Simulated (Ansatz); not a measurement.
Ge3Pd in Ansatz: the effect of functional

Ge3Pd:

```
CELL_PARAMETERS angstrom
4.14202 0.00000 0.00000
0.00000 4.14202 0.00000
0.00000 0.00000 4.14202
ATOMIC_POSITIONS crystal
Pd 0.00000 0.00000 0.00000
Ge 0.50000 0.50000 0.00000
Ge 0.50000 0.00000 0.50000
Ge 0.00000 0.50000 0.50000
```

The cell comes from a database or a generator and needn't be the stable form of this composition.

Alike in all runs:

```yaml
Program: Ansatz 0.2.0
Task: band structure
Potentials_or_basis: all-electron LAPW, scalar-relativistic
Cutoff: 199 eV
Basis_error_allowed: 0.002 eV/atom
k_mesh: 7 × 7 × 7
Occupations: fermi-dirac, width 0.05 eV
Spin: no spin polarisation
```

Task: One run gave: pressure -7.0 GPa. Which functional did it use?
A. LDA
B. PBE
C. PBEsol

Result: A.

```tsv
functional	pressure (GPa)
PBEsol	-4.7
LDA	-7.0
PBE	-0.1
```

Not every run made on this cell is shown here.
